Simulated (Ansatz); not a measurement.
# AlFHSe radical (SMILES [F][Al][SeH]): one structure at several levels

Aim: energy, forces and dipole at a structure displaced at random from a GFN2-xTB minimum, from CCSD(T) and from density functionals.

Method: single points in def2-TZVPP; program: Ansatz 0.2.0, Gaussian basis.

Cores are frozen in the correlated methods. Filled d shells of the heavier atoms are correlated. Orbitals are unrestricted.

### 1 Starting geometry

SMILES `[F][Al][SeH]`, 4 atoms, charge 0, spin multiplicity 2.

Atoms are counted from 1 here; the program's logs count them from 0.

Bond lengths: F1–Al2 1.754 Å, Al2–Se3 2.293 Å, Se3–H4 1.570 Å. Angles: F1–Al2–Se3 129.9°, Al2–Se3–H4 88.3°.

Coordinates:

```xyz
4
charge 0, multiplicity 2
F    -2.02750   -0.05840    1.01130
Al   -0.36470    0.44390    0.76680
Se    1.35710   -0.63510   -0.29600
H     1.29600    0.46690   -1.41230
```

### 2 CCSD(T)/def2-TZVPP

Input file run/in.yaml:

```yaml
crystal:
  periodic: [false, false, false]
  atoms:
    - {symbol: F, position_ang: [-2.027500, -0.058400, 1.011300]}
    - {symbol: Al, position_ang: [-0.364700, 0.443900, 0.766800]}
    - {symbol: Se, position_ang: [1.357100, -0.635100, -0.296000]}
    - {symbol: H, position_ang: [1.296000, 0.466900, -1.412300]}
basis:
  gaussian: {orbitals: def2-TZVPP}
magnetization: {spin_polarized: true, initial_magnetization: 1}
correlation: {method: ccsd_t}
scf: {omitted_lower_state_checks: [cluster_reference]}
output: {forces: true}
```

No record of the launch command was kept for these runs.

### 3 PBE0-D4/def2-TZVPP

run/in.yaml, as its differences from that of step 2:

```diff
@@ -10,4 +10,3 @@
 magnetization: {spin_polarized: true, initial_magnetization: 1}
-correlation: {method: ccsd_t}
-scf: {omitted_lower_state_checks: [cluster_reference]}
-output: {forces: true}
+hamiltonian: {xc: pbe0, dispersion: d4}
+output: {forces: true, orbitals: {seedname: orbitals}}
```

### 4 wB97M-V/def2-TZVPP

run/in.yaml, as its differences from that of step 3:

```diff
@@ -10,3 +10,3 @@
 magnetization: {spin_polarized: true, initial_magnetization: 1}
-hamiltonian: {xc: pbe0, dispersion: d4}
-output: {forces: true, orbitals: {seedname: orbitals}}
+hamiltonian: {xc: {name: wB97M-V}}
+output: {forces: true}
```

### 5 r2SCAN-D4/def2-TZVPP

run/in.yaml, as its differences from that of step 4:

```diff
@@ -10,3 +10,3 @@
 magnetization: {spin_polarized: true, initial_magnetization: 1}
-hamiltonian: {xc: {name: wB97M-V}}
+hamiltonian: {xc: r2scan, dispersion: d4}
 output: {forces: true}
```

### 6 PBE-D4/def2-TZVPP

run/in.yaml, as its differences from that of step 5:

```diff
@@ -10,3 +10,3 @@
 magnetization: {spin_polarized: true, initial_magnetization: 1}
-hamiltonian: {xc: r2scan, dispersion: d4}
+hamiltonian: {xc: pbe, dispersion: d4}
 output: {forces: true}
```

### 7 wB97X-V/def2-TZVPP

run/in.yaml, as its differences from that of step 6:

```diff
@@ -10,3 +10,3 @@
 magnetization: {spin_polarized: true, initial_magnetization: 1}
-hamiltonian: {xc: pbe, dispersion: d4}
+hamiltonian: {xc: {name: wB97X-V}}
 output: {forces: true}
```

### 8 r2SCANh-D4/def2-TZVPP

run/in.yaml, as its differences from that of step 7:

```diff
@@ -10,3 +10,3 @@
 magnetization: {spin_polarized: true, initial_magnetization: 1}
-hamiltonian: {xc: {name: wB97X-V}}
+hamiltonian: {xc: {name: r2SCANh}, dispersion: d4}
 output: {forces: true}
```

(Steps that only read results are left out.)

Q: Predict the outcome of this session. Wanted: energy less free atoms, CCSD(T)/def2-TZVPP; RMS force component; RMS force error; HOMO and LUMO, PBE0-D4; T1 diagnostic.

As calculated:

```
                                  quantity                                                                                              value
energy less free atoms, CCSD(T)/def2-TZVPP                                                                                     -1092.4 kJ/mol
                       RMS force component                                                               1.013 to 1.212 eV/Å over the methods
                           RMS force error  PBE0-D4 0.031, wB97M-V 0.076, r2SCAN-D4 0.047, PBE-D4 0.246, wB97X-V 0.078, r2SCANh-D4 0.035 eV/Å
                    HOMO and LUMO, PBE0-D4                                                                                 -6.05 and -2.87 eV
                             T1 diagnostic                                                                                              0.014
```

What this shows: Against CCSD(T) the functionals' energies less atoms differ by -65.2 to -21.9 kJ/mol, PBE-D4 by -65.2 kJ/mol. The reference is not at the basis limit: in triple zeta CCSD(T) underbinds, which counts against methods that bind more; the gaps are no ranking. For forces PBE0-D4 does best and PBE-D4 worst. Frozen-core CCSD(T) forces in triple zeta carry basis errors of their own, and this is one geometry, so small gaps rank nothing.
